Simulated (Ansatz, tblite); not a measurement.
# 1-ethyl-3-methylimidazolium bistriflimide (C8H11F6N3O4S2): a ladder of methods and basis sets

One table from this session's results is given with a row withheld; the runs are named, their logs left out.

The runs use Ansatz 0.2.0, Gaussian basis; as each input shows.

The runs, in order: GFN1-xTB, GFN2-xTB, PBE-D4/def2-TZVP, r2SCAN-D4/def2-TZVP, r2SCANh-D4/def2-TZVP, r2SCAN0-D4/def2-TZVP, LC-ωPBE/def2-TZVP, PBE+5HF/def2-SVP, PBE+10HF/def2-SVP, PBE+15HF/def2-SVP, PBE+35HF/def2-SVP, PBE+50HF/def2-SVP, PBE-D4/def2-SVP, PBE0-D4/def2-SVP, HF/STO-3G, MP2/def2-SVP, RPA/def2-SVP.

## The structure

The singlet was relaxed beforehand with r2SCAN-D4/def2-SVP.

SMILES `CCn1cc[n+](C)c1.O=S(=O)([N-]S(=O)(=O)C(F)(F)F)C(F)(F)F`, 34 atoms, charge 0, spin multiplicity 1.

Bond lengths: C1–C2 1.517 Å, C1–H9 1.100 Å, C1–H10 1.101 Å, C1–H11 1.101 Å, C2–N3 1.468 Å, C2–H12 1.099 Å, C2–H13 1.101 Å, N3–C4 1.379 Å, N3–C8 1.337 Å, C4–C5 1.367 Å, C4–H14 1.086 Å, C5–N6 1.380 Å, C5–H15 1.087 Å, N6–C7 1.457 Å, N6–C8 1.337 Å, C7–H16 1.099 Å, C7–H17 1.097 Å, C7–H18 1.099 Å and more. Angles: C2–C1–H9 109.3°, C2–C1–H10 111.8°, C2–C1–H11 111.5°, H9–C1–H10 107.6°, H9–C1–H11 108.2°, H10–C1–H11 108.4°, C1–C2–N3 112.5°, C1–C2–H12 112.4°, C1–C2–H13 113.1°, N3–C2–H12 106.0°, N3–C2–H13 105.9°, H12–C2–H13 106.2°, C2–N3–C4 126.2°, C2–N3–C8 124.6°, C4–N3–C8 108.7°, N3–C4–C5 107.0°, N3–C4–H14 122.1°, C5–C4–H14 130.8° and more.

Coordinates:

```xyz
34
C8H11F6N3O4S2
C     3.34608    0.36701    1.96722
C     2.17559   -0.05890    1.10099
N     0.89938    0.49565    1.56726
C     0.22033    0.12712    2.70993
C    -0.99571    0.75006    2.67025
N    -1.03137    1.48879    1.50518
C    -2.20054    2.15654    0.94772
C     0.12106    1.31349    0.85107
H     4.27102   -0.07956    1.57435
H     3.22915    0.02703    3.00800
H     3.46802    1.46104    1.97123
H     2.28508    0.26790    0.05721
H     2.03654   -1.15068    1.06903
H     0.63413   -0.57824    3.42501
H    -1.84480    0.70018    3.34668
H    -3.00414    1.41344    0.85189
H    -1.94105    2.51562   -0.05627
H    -2.50671    2.99042    1.59476
H     0.32762    1.70662   -0.14709
O    -0.06420   -2.26505    0.64694
S    -0.94420   -1.58038   -0.30814
O    -2.13968   -0.88213    0.19317
N    -0.00519   -0.67787   -1.25995
S    -0.66088    0.30129   -2.36827
O    -0.57999    1.72394   -1.96105
O    -1.89668   -0.18000   -2.98581
C     0.68251    0.14154   -3.64803
F     1.85652    0.52158   -3.13667
F     0.38737    0.93051   -4.67696
F     0.77546   -1.11221   -4.06949
C    -1.61088   -2.95616   -1.42065
F    -1.63525   -4.08700   -0.71767
F    -2.83714   -2.67348   -1.82752
F    -0.81744   -3.11808   -2.47432
```

PBE0-D4/def2-TZVP was run before; its log isn't repeated, and its numbers join the tables.

The first run:

Tight binding, by tblite at 300 K electronic temperature and without a spin-polarisation term:

```python
tblite.interface.Calculator('GFN1-xTB', numbers, positions, charge=0, uhf=0).singlepoint()
```

Tight binding, by tblite at 300 K electronic temperature and without a spin-polarisation term:

```python
tblite.interface.Calculator('GFN2-xTB', numbers, positions, charge=0, uhf=0).singlepoint()
```

start.molden holds the orbitals of an earlier run on this state, given as this run's starting guess.

Contents of in.yaml:

```yaml
crystal:
  periodic: [false, false, false]
  atoms:
    - {symbol: C, position_ang: [3.346084, 0.367015, 1.967222]}
    - {symbol: C, position_ang: [2.175591, -0.058898, 1.100992]}
    - {symbol: N, position_ang: [0.899378, 0.495646, 1.567258]}
    - {symbol: C, position_ang: [0.220328, 0.127117, 2.709932]}
    - {symbol: C, position_ang: [-0.995713, 0.750063, 2.670252]}
    - {symbol: N, position_ang: [-1.031369, 1.488790, 1.505177]}
    - {symbol: C, position_ang: [-2.200543, 2.156543, 0.947722]}
    - {symbol: C, position_ang: [0.121061, 1.313485, 0.851071]}
    - {symbol: H, position_ang: [4.271021, -0.079558, 1.574354]}
    - {symbol: H, position_ang: [3.229151, 0.027025, 3.008000]}
    - {symbol: H, position_ang: [3.468017, 1.461037, 1.971226]}
    - {symbol: H, position_ang: [2.285076, 0.267900, 0.057208]}
    - {symbol: H, position_ang: [2.036540, -1.150677, 1.069027]}
    - {symbol: H, position_ang: [0.634127, -0.578243, 3.425014]}
    - {symbol: H, position_ang: [-1.844801, 0.700184, 3.346677]}
    - {symbol: H, position_ang: [-3.004145, 1.413441, 0.851893]}
    - {symbol: H, position_ang: [-1.941047, 2.515625, -0.056272]}
    - {symbol: H, position_ang: [-2.506711, 2.990420, 1.594765]}
    - {symbol: H, position_ang: [0.327621, 1.706624, -0.147094]}
    - {symbol: O, position_ang: [-0.064204, -2.265048, 0.646937]}
    - {symbol: S, position_ang: [-0.944196, -1.580375, -0.308136]}
    - {symbol: O, position_ang: [-2.139684, -0.882127, 0.193168]}
    - {symbol: N, position_ang: [-0.005185, -0.677874, -1.259947]}
    - {symbol: S, position_ang: [-0.660879, 0.301294, -2.368272]}
    - {symbol: O, position_ang: [-0.579990, 1.723942, -1.961046]}
    - {symbol: O, position_ang: [-1.896675, -0.180003, -2.985811]}
    - {symbol: C, position_ang: [0.682512, 0.141536, -3.648030]}
    - {symbol: F, position_ang: [1.856520, 0.521583, -3.136666]}
    - {symbol: F, position_ang: [0.387372, 0.930505, -4.676961]}
    - {symbol: F, position_ang: [0.775457, -1.112214, -4.069491]}
    - {symbol: C, position_ang: [-1.610877, -2.956160, -1.420652]}
    - {symbol: F, position_ang: [-1.635252, -4.087004, -0.717673]}
    - {symbol: F, position_ang: [-2.837136, -2.673483, -1.827519]}
    - {symbol: F, position_ang: [-0.817439, -3.118080, -2.474323]}
basis:
  gaussian: {orbitals: def2-TZVP, fitting: {mean_field: def2-universal-jkfit}, initial_orbitals: start.molden}
hamiltonian: {xc: pbe, dispersion: d4}
scf: {omitted_lower_state_checks: [starts]}
output: {orbitals: {seedname: orbitals}}
```

On the command line:

```console
> ansatz run in.yaml --threads 2 --pin off --events-out ev --progress --plain --max-ram 31744MiB --backend cuda --devices 0, --max-vram 18GiB
```

Among the steps run: PBE-D4/def2-TZVP; r2SCAN-D4/def2-TZVP; r2SCANh-D4/def2-TZVP; r2SCAN0-D4/def2-TZVP; LC-ωPBE/def2-TZVP; PBE+5HF/def2-SVP; PBE+10HF/def2-SVP; PBE+15HF/def2-SVP; PBE+35HF/def2-SVP; PBE+50HF/def2-SVP; PBE-D4/def2-SVP; PBE0-D4/def2-SVP; HF/STO-3G; MP2/def2-SVP; RPA/def2-SVP.

One of the session's tables, all rows but one given; the rest of the session is left out.

It belongs to the step «Binding energy». 

```
               level  binding an atom (eV)
           HF/STO-3G                 2.166
         HF/def2-SVP                 2.641
     PBE-D4/def2-SVP                 4.434
    PBE-D4/def2-TZVP                 4.427
 r2SCAN-D4/def2-TZVP                 4.244
r2SCANh-D4/def2-TZVP                 4.186
    PBE0-D4/def2-SVP                     ?
   PBE0-D4/def2-TZVP                 4.248
r2SCAN0-D4/def2-TZVP                 4.101
   LC-ωPBE/def2-TZVP                 4.210
        MP2/def2-SVP                 4.007
```

Q: Estimate the row for PBE0-D4/def2-SVP from the others.

As computed: binding an atom (eV): 4.237. In the column «binding an atom (eV)» it lies between LC-ωPBE/def2-TZVP (4.210) and r2SCAN-D4/def2-TZVP (4.244).

Caveats from the session: Free atoms were run apart at each level; binding is atoms less cluster, divided by the number of atoms, without zero-point or spin-orbit terms.
